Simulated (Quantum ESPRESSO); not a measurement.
Mg3TiO4:

```
CELL_PARAMETERS angstrom
4.31366 0.00000 0.00000
0.00000 4.31366 0.00000
0.00000 0.00000 4.31366
ATOMIC_POSITIONS crystal
Ti 0.00000 0.00000 0.00000
Mg 0.50000 0.50000 0.00000
Mg 0.50000 0.00000 0.50000
Mg 0.00000 0.50000 0.50000
O 0.00000 0.50000 0.00000
O 0.00000 0.00000 0.50000
O 0.50000 0.50000 0.50000
O 0.50000 0.00000 0.00000
```

The cell comes from a database or a generator and needn't be the stable form of this composition.

Base run:

| Property | Result |
| --- | --- |
| Program | Quantum ESPRESSO 7.5 |
| Functional | PBEsol |
| Potentials or basis | GBRV 1.5 PBEsol |
| Cutoff | 612 eV |
| Density cutoff | 4898 eV |
| k mesh | 6 × 6 × 6 |
| Occupations | fermi-dirac, width 0.05 eV |
| Spin | no spin polarisation |

Its results: band gap on the k mesh none (metal or under the smearing width); pressure -7.7 GPa.

Problem. The run is repeated on the same cell with these changes: functional from PBEsol to LDA; potentials or basis from GBRV 1.5 PBEsol to GBRV 1.5 LDA. What comes out?

Solution. Band gap on the k mesh none (metal or under the smearing width); pressure -13.5 GPa.

Caveats: semilocal functionals often make such compounds metallic where correlation or magnetic order opens a gap, which also shifts bond lengths.

Not every run made on this cell is shown here.
